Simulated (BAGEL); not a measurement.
# CH6AlFSi (SMILES C[SiH2][AlH][F]): levels of theory compared

We compute a comparison of 3 runs (B3LYP/6-31G*, PBE0/6-31G*, RI-MP2/6-31G*) of CH6AlFSi. 

Program for the calculation: BAGEL 1.2.2.

1 further run of the same task is left out (set aside as unsound or not needed).

### 1 Starting point

The species is CH6AlFSi (10 atoms), meant as a singlet with charge 0. As SMILES, `C[SiH2][AlH][F]`. Geometry: relaxed at PBE0-D4/def2-TZVP. This is one conformer, not always the lowest.

Bond lengths: C1–Si2 1.882 Å, Si2–Al3 2.453 Å, Al3–F4 1.655 Å, C1–H5 1.092 Å, C1–H6 1.092 Å, C1–H7 1.092 Å, Si2–H8 1.493 Å, Si2–H9 1.493 Å, Al3–H10 1.586 Å. Some angles: C1–Si2–Al3 113.1°, Si2–Al3–F4 117.3°, C1–Si2–H8 109.7°, C1–Si2–H9 109.6°, Al3–Si2–H8 109.0°, Al3–Si2–H9 108.9°, Si2–C1–H5 110.6°, Si2–C1–H6 111.0°, Si2–C1–H7 111.0°, Si2–Al3–H10 127.4°.

### 2 A single-point energy at B3LYP/6-31G(d) (density fitting with qzvpp-jkfit, spherical functions) (run 1)

The input, calc.json:

```json
{ "bagel": [

{
  "title": "molecule",
  "basis": "6-31gs.json",
  "df_basis": "qzvpp-jkfit",
  "angstrom": "true",
  "geometry": [
    { "atom": "C", "xyz": [    0.209300,    1.522100,   -0.549700 ] },
    { "atom": "Si", "xyz": [   -0.487300,    0.185700,    0.578100 ] },
    { "atom": "Al", "xyz": [    0.320500,   -2.061900,    0.018500 ] },
    { "atom": "F", "xyz": [   -0.271300,   -3.324400,    0.910100 ] },
    { "atom": "H", "xyz": [   -0.171000,    2.504900,   -0.262800 ] },
    { "atom": "H", "xyz": [   -0.069900,    1.340800,   -1.589900 ] },
    { "atom": "H", "xyz": [    1.299800,    1.551100,   -0.495300 ] },
    { "atom": "H", "xyz": [   -1.978700,    0.198000,    0.509600 ] },
    { "atom": "H", "xyz": [   -0.129200,    0.490400,    1.995500 ] },
    { "atom": "H", "xyz": [    1.361100,   -2.457900,   -1.111000 ] }
  ]
},
{
  "title": "ks",
  "xc_func": "b3lyp"
},
{
  "title": "print",
  "file": "orbitals.molden",
  "orbitals": "true"
}

]}
```

The basis set 6-31G* is read from a file made from the Basis Set Exchange's data (not shown).

The run is started by

```
$ BAGEL_NUM_THREADS=1 BAGEL calc.json > calc.out
```

Output:

```text
* using 1 threads per process

  ===============================================================
  ===============================================================

  *** Geometry ***

  { "atom" : "C", "xyz" : [      0.395520,      2.876352,     -1.038782 ] },
  { "atom" : "Si", "xyz" : [     -0.920864,      0.350922,      1.092451 ] },
  { "atom" : "Al", "xyz" : [      0.605657,     -3.896426,      0.034960 ] },
  { "atom" : "F", "xyz" : [     -0.512683,     -6.282206,      1.719840 ] },
  { "atom" : "H", "xyz" : [     -0.323143,      4.733575,     -0.496620 ] },
  { "atom" : "H", "xyz" : [     -0.132092,      2.533745,     -3.004476 ] },
  { "atom" : "H", "xyz" : [      2.456266,      2.931154,     -0.935981 ] },
  { "atom" : "H", "xyz" : [     -3.739201,      0.374166,      0.963004 ] },
  { "atom" : "H", "xyz" : [     -0.244153,      0.926722,      3.770948 ] },
  { "atom" : "H", "xyz" : [      2.572106,     -4.644758,     -2.099486 ] },

  Number of auxiliary basis functions:      516

  Since a DF basis is specified, we compute 2- and 3-index integrals:
    o Being stored without compression. Storage requirement is 0.024 GB

  Number of basis functions:       76
  Number of electrons      :       48

    * METHOD: MOLECULE                             0.29

  *** Kohn-Sham DFT ***

    * Removing 17878 points whose weight is below 1.00e-10
    * Grid points: 131182

  === Nuclear Repulsion ===
   191.9412460763

       - DIIS with orbital gradients will be used.

  === KS iteration (b3lyp / 6-31gs.json) ===
      0       -643.07875746          0.13098400           0.46
      1       -604.71225043          0.13859058           0.43
      2       -568.74809725          0.14874497           0.44
      3       -616.63910852          0.15690745           0.44
      4       -658.34971907          0.10413953           0.45
      5       -672.37410613          0.04835511           0.45
      6       -673.25952555          0.02336121           0.45
      7       -673.54452040          0.00368128           0.44
      8       -673.55012909          0.00231219           0.44
      9       -673.55244568          0.00026043           0.45
     10       -673.55248417          0.00003989           0.45
     11       -673.55248517          0.00001135           0.44
     12       -673.55248525          0.00000219           0.44
     13       -673.55248525          0.00000060           0.44
     14       -673.55248525          0.00000017           0.44
     15       -673.55248525          0.00000008           0.44
     16       -673.55248525          0.00000002           0.45
     17       -673.55248525          0.00000001           0.45
    * SCF iteration converged.

    * Permanent dipole moment:
           (   -0.233748,    -0.674475,     0.401108) a.u.

    * METHOD: KS                                   8.73

    * METHOD: PRINT                                0.02

  ===============================================================
```

It took 9.3 s on 1 thread of Arm Neoverse V1, shared host; peak memory 0.49 GiB.

### 3 The energy at PBE0/6-31G(d) (density fitting with qzvpp-jkfit, spherical functions) (run 2)

The input, job.json:

```json
{ "bagel" : [

{
  "title" : "molecule",
  "basis" : "6-31gs.json",
  "df_basis" : "qzvpp-jkfit",
  "angstrom" : true,
  "geometry" : [
    { "atom" : "C", "xyz" : [    0.209300,    1.522100,   -0.549700 ] },
    { "atom" : "Si", "xyz" : [   -0.487300,    0.185700,    0.578100 ] },
    { "atom" : "Al", "xyz" : [    0.320500,   -2.061900,    0.018500 ] },
    { "atom" : "F", "xyz" : [   -0.271300,   -3.324400,    0.910100 ] },
    { "atom" : "H", "xyz" : [   -0.171000,    2.504900,   -0.262800 ] },
    { "atom" : "H", "xyz" : [   -0.069900,    1.340800,   -1.589900 ] },
    { "atom" : "H", "xyz" : [    1.299800,    1.551100,   -0.495300 ] },
    { "atom" : "H", "xyz" : [   -1.978700,    0.198000,    0.509600 ] },
    { "atom" : "H", "xyz" : [   -0.129200,    0.490400,    1.995500 ] },
    { "atom" : "H", "xyz" : [    1.361100,   -2.457900,   -1.111000 ] }
  ]
},
{ "title" : "ks", "xc_func" : "pbe0" },
{ "title" : "print", "file" : "orbitals.molden", "orbitals" : true }

]}
```

The basis set 6-31G* is read from a file made from the Basis Set Exchange's data (not shown).

The run is started by

```
$ BAGEL_NUM_THREADS=1 BAGEL job.json > job.out
```

Output:

```text
* using 1 threads per process

  ===============================================================
  ===============================================================

  *** Geometry ***

  { "atom" : "C", "xyz" : [      0.395520,      2.876352,     -1.038782 ] },
  { "atom" : "Si", "xyz" : [     -0.920864,      0.350922,      1.092451 ] },
  { "atom" : "Al", "xyz" : [      0.605657,     -3.896426,      0.034960 ] },
  { "atom" : "F", "xyz" : [     -0.512683,     -6.282206,      1.719840 ] },
  { "atom" : "H", "xyz" : [     -0.323143,      4.733575,     -0.496620 ] },
  { "atom" : "H", "xyz" : [     -0.132092,      2.533745,     -3.004476 ] },
  { "atom" : "H", "xyz" : [      2.456266,      2.931154,     -0.935981 ] },
  { "atom" : "H", "xyz" : [     -3.739201,      0.374166,      0.963004 ] },
  { "atom" : "H", "xyz" : [     -0.244153,      0.926722,      3.770948 ] },
  { "atom" : "H", "xyz" : [      2.572106,     -4.644758,     -2.099486 ] },

  Number of auxiliary basis functions:      516

  Since a DF basis is specified, we compute 2- and 3-index integrals:
    o Being stored without compression. Storage requirement is 0.024 GB

  Number of basis functions:       76
  Number of electrons      :       48

    * METHOD: MOLECULE                             0.29

  *** Kohn-Sham DFT ***

    * Removing 17878 points whose weight is below 1.00e-10
    * Grid points: 131182

  === Nuclear Repulsion ===
   191.9412460763

       - DIIS with orbital gradients will be used.

  === KS iteration (pbe0 / 6-31gs.json) ===
      0       -642.71291416          0.13071686           0.45
      1       -604.91893039          0.13705320           0.42
      2       -570.53580867          0.13894142           0.43
      3       -616.11822825          0.15823171           0.43
      4       -659.52947269          0.09520368           0.43
      5       -672.15986075          0.04367144           0.43
      6       -672.94120865          0.01997810           0.44
      7       -673.11279846          0.00464269           0.43
      8       -673.12167543          0.00086361           0.44
      9       -673.12231862          0.00026610           0.43
     10       -673.12234836          0.00010399           0.43
     11       -673.12235415          0.00001354           0.43
     12       -673.12235424          0.00000290           0.42
     13       -673.12235425          0.00000115           0.42
     14       -673.12235425          0.00000050           0.42
     15       -673.12235425          0.00000012           0.43
     16       -673.12235425          0.00000004           0.42
     17       -673.12235425          0.00000002           0.43
     18       -673.12235425          0.00000000           0.43
    * SCF iteration converged.

    * Permanent dipole moment:
           (   -0.246051,    -0.680920,     0.416652) a.u.

    * METHOD: KS                                   8.92

    * METHOD: PRINT                                0.02

  ===============================================================
```

It took 9.6 s on 1 thread of Arm Neoverse V1, shared host; peak memory 0.49 GiB.

### 4 The energy at RI-MP2/6-31G(d) (density fitting with qzvpp-jkfit, spherical functions) (run 3)

The input, calc.json:

```json
{ "bagel" : [

{
  "title" : "molecule",
  "basis" : "6-31gs.json",
  "df_basis" : "qzvpp-jkfit",
  "angstrom" : true,
  "geometry" : [
    { "atom" : "C", "xyz" : [    0.209300,    1.522100,   -0.549700 ] },
    { "atom" : "Si", "xyz" : [   -0.487300,    0.185700,    0.578100 ] },
    { "atom" : "Al", "xyz" : [    0.320500,   -2.061900,    0.018500 ] },
    { "atom" : "F", "xyz" : [   -0.271300,   -3.324400,    0.910100 ] },
    { "atom" : "H", "xyz" : [   -0.171000,    2.504900,   -0.262800 ] },
    { "atom" : "H", "xyz" : [   -0.069900,    1.340800,   -1.589900 ] },
    { "atom" : "H", "xyz" : [    1.299800,    1.551100,   -0.495300 ] },
    { "atom" : "H", "xyz" : [   -1.978700,    0.198000,    0.509600 ] },
    { "atom" : "H", "xyz" : [   -0.129200,    0.490400,    1.995500 ] },
    { "atom" : "H", "xyz" : [    1.361100,   -2.457900,   -1.111000 ] }
  ]
},
{ "title" : "hf" },
{ "title" : "mp2", "ncore" : 12 }

]}
```

The basis set 6-31G* is read from a file made from the Basis Set Exchange's data (not shown).

The run is started by

```
$ BAGEL_NUM_THREADS=1 BAGEL calc.json > calc.out
```

Output:

```text
* using 1 threads per process

  ===============================================================
  ===============================================================

  *** Geometry ***

  { "atom" : "C", "xyz" : [      0.395520,      2.876352,     -1.038782 ] },
  { "atom" : "Si", "xyz" : [     -0.920864,      0.350922,      1.092451 ] },
  { "atom" : "Al", "xyz" : [      0.605657,     -3.896426,      0.034960 ] },
  { "atom" : "F", "xyz" : [     -0.512683,     -6.282206,      1.719840 ] },
  { "atom" : "H", "xyz" : [     -0.323143,      4.733575,     -0.496620 ] },
  { "atom" : "H", "xyz" : [     -0.132092,      2.533745,     -3.004476 ] },
  { "atom" : "H", "xyz" : [      2.456266,      2.931154,     -0.935981 ] },
  { "atom" : "H", "xyz" : [     -3.739201,      0.374166,      0.963004 ] },
  { "atom" : "H", "xyz" : [     -0.244153,      0.926722,      3.770948 ] },
  { "atom" : "H", "xyz" : [      2.572106,     -4.644758,     -2.099486 ] },

  Number of auxiliary basis functions:      516

  Since a DF basis is specified, we compute 2- and 3-index integrals:
    o Being stored without compression. Storage requirement is 0.024 GB

  Number of basis functions:       76
  Number of electrons      :       48

    * METHOD: MOLECULE                             0.29

  *** RHF ***

  === Nuclear Repulsion ===
   191.9412460763

      * DIIS with orbital gradients will be used.

  === RHF iteration (6-31gs.json) ===
      0       -671.48711572          0.01960628           0.09
      1       -671.62155970          0.01230793           0.08
      2       -671.68553318          0.00160101           0.08
      3       -671.68736808          0.00041676           0.08
      4       -671.68747625          0.00008358           0.08
      5       -671.68748308          0.00001774           0.08
      6       -671.68748341          0.00000525           0.08
      7       -671.68748345          0.00000157           0.08
      8       -671.68748345          0.00000037           0.08
      9       -671.68748345          0.00000014           0.08
     10       -671.68748345          0.00000005           0.08
     11       -671.68748345          0.00000001           0.08
     12       -671.68748345          0.00000000           0.08
    * SCF iteration converged.

    * Permanent dipole moment:
           (   -0.276577,    -0.675777,     0.449587) a.u.

    * METHOD: HF                                   1.27

  *** RHF ***

  === Nuclear Repulsion ===
   191.9412460763

      * DIIS with orbital gradients will be used.

  === RHF iteration (6-31gs.json) ===
      0       -671.68748345          0.00000000           0.08
    * SCF iteration converged.

    * Permanent dipole moment:
           (   -0.276577,    -0.675777,     0.449587) a.u.

  === DF-MP2 calculation ===

    * freezing 12 orbitals
    * 3-index integral transformation done
    * assembly done

      MP2 correlation energy:   -0.4327286120      0.04

      MP2 total energy:       -672.1202120649

    * METHOD: MP2                                  0.22

  ===============================================================
```

Wall time 1.9 s (1 thread of Arm Neoverse V1, shared host); peak memory 0.12 GiB.

### 5 All runs side by side

| run | level | frozen core orbitals | energy (Eh) | dipole moment (D) | HOMO energy (eV) | LUMO energy (eV) | wall time |
| --- | --- | --- | --- | --- | --- | --- | --- |
| 1 | B3LYP/6-31G* (density fitting with qzvpp-jkfit, spherical functions) | – | -673.552485 | 2.08 | -7.19 | -1.59 | 9.3 s |
| 2 | PBE0/6-31G* (density fitting with qzvpp-jkfit, spherical functions) | – | -673.122354 | 2.12 | -7.41 | -1.42 | 9.6 s |
| 3 | RI-MP2/6-31G* (density fitting with qzvpp-jkfit, spherical functions) | 12 | -672.120212 | – | – | – | 1.9 s |

### 6 Results

```
                                           quantity          value
                                run 3: total energy  -672.12021 Eh
run 3: correlation energy (12 core orbitals frozen)     -432.7 mEh
```

In words: Totals of different functionals can't be ranked against each other. All runs together took 21 s, the longest 9.6 s.
